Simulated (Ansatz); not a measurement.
I need harmonic frequencies at the relaxed geometry of BClFH4NSn, SMILES N[BH][SnH]([F])[Cl]. Use the Ansatz DFT code, driven from Python. Level of theory (for the species named): B3LYP, def2-SVP basis, multiplicity 1.

The script reads `bclfh4nsn.xyz`:
```text
9

N     1.25970   -0.94730   -1.15920
B     0.32480   -1.02910    0.05920
Sn   -0.93950    0.69490    0.70820
F    -2.07480    1.18700   -0.69510
Cl    0.50220    2.51550    1.17200
H     1.85370   -0.08010   -1.00590
H     0.61500   -0.63670   -1.96300
H     0.34220   -2.02080    0.66190
H    -1.79480    0.27010    2.20480
```

The script, `bclfh4nsn.py`:
```python
# -*- coding: utf-8 -*-
'''Vibrations of BClFH4NSn.'''

import ansatz as az
import numpy as np

BASIS = 'def2-SVP'
XC = 'b3lyp'

molecule = az.Crystal.molecule_from_extxyz('bclfh4nsn.xyz')

base = molecule.calculation().basis(gaussian=BASIS).functional(XC)
symbols = [site.symbol for site in molecule.cartesian_sites]
start = np.array([site.position_ang for site in molecule.cartesian_sites], dtype=float)
summary = base.relax(force_tolerance=0.003).run(threads=1, pin='off').report
end = np.array(summary['positions_ang'])

print('bond        before    after (A)')
for i, j in [(0, 1), (0, 5), (0, 6), (1, 2), (1, 7), (2, 3), (2, 4), (2, 8)]:
    d0, d1 = (np.linalg.norm(xyz[i] - xyz[j]) for xyz in (start, end))
    print(f'{symbols[i]}{i}-{symbols[j]}{j}'.ljust(10), f'{d0:8.4f} {d1:8.4f}')

# frequencies need a stationary point, so they are taken at the relaxed geometry
minimum = az.Crystal.molecule()
for symbol, xyz in zip(symbols, end):
    minimum = minimum.atom(symbol, xyz.tolist())
vibrating = minimum.calculation()
vibrating = vibrating.basis(gaussian=BASIS)
vibrating = vibrating.functional(XC)
vibrating = vibrating.phonons(temperatures=(298.15, 498.15, 100))
vib = vibrating.run(threads=1, pin='off').report['vibrations']
sums = vib['harmonic_sums']
modes = [m['omega_inv_cm'] for m in sums['modes_at_gamma'] if m['rigid_motion'] == 'no']
print('frequencies (1/cm):', ' '.join(f'{w:.0f}' for w in modes))
print('imaginary modes:', sum(w < 0 for w in modes), ' zero-point energy:', round(sums['zero_point_energy_ev'], 4), 'eV')
print('T (K)   F_vib (eV)   S_vib (meV/K)   C_vib (meV/K)')
for row in zip(sums['temperatures_k'], sums['vibrational_free_energy_ev'], vib['entropy_ev_per_k'], vib['heat_capacity_ev_per_k']):
    print(f'{row[0]:6.1f} {row[1]:11.4f} {1000 * row[2]:13.4f} {1000 * row[3]:15.4f}')
```

```console
$ python bclfh4nsn.py
bond        before    after (A)
N0-B1        1.5379   1.3781
N0-H5        1.0622   1.0164
N0-H6        1.0762   1.0208
B1-Sn2       2.2342   2.2678
B1-H7        1.1606   1.2007
Sn2-F3       1.8709   1.9826
Sn2-Cl4      2.3682   2.3804
Sn2-H8       1.7753   1.7183
frequencies (1/cm): 66 114 146 179 270 360 485 525 574 582 609 745 857 920 1119 1355 1590 1903 2658 3505 3624
imaginary modes: 0  zero-point energy: 1.3756 eV
T (K)   F_vib (eV)   S_vib (meV/K)   C_vib (meV/K)
 298.1      1.2646        0.8058          0.8175
 398.1      1.1707        1.0666          0.9857
 498.1      1.0521        1.3016          1.1105
```

What to keep in mind:
- The frequencies are harmonic and unscaled, in a modest basis. The result belongs to the one conformer reached from this start, and soft torsions count as harmonic oscillators.
- def2 sets replace the cores of elements past krypton by effective core potentials.
- b3lyp holds the VWN-RPA fit, as in Gaussian; the form of ORCA and Turbomole is b3lyp5.
- Wall time of the script: 7 min on 1 thread of Intel(R) Xeon(R) 6975P-C (Granite Rapids), on a shared host, peak memory 0.34 GiB.

(A comment or docstring line of the script was reworded after the run, the code is as it ran; lines on the test bed's own set-up are left out of the output.)
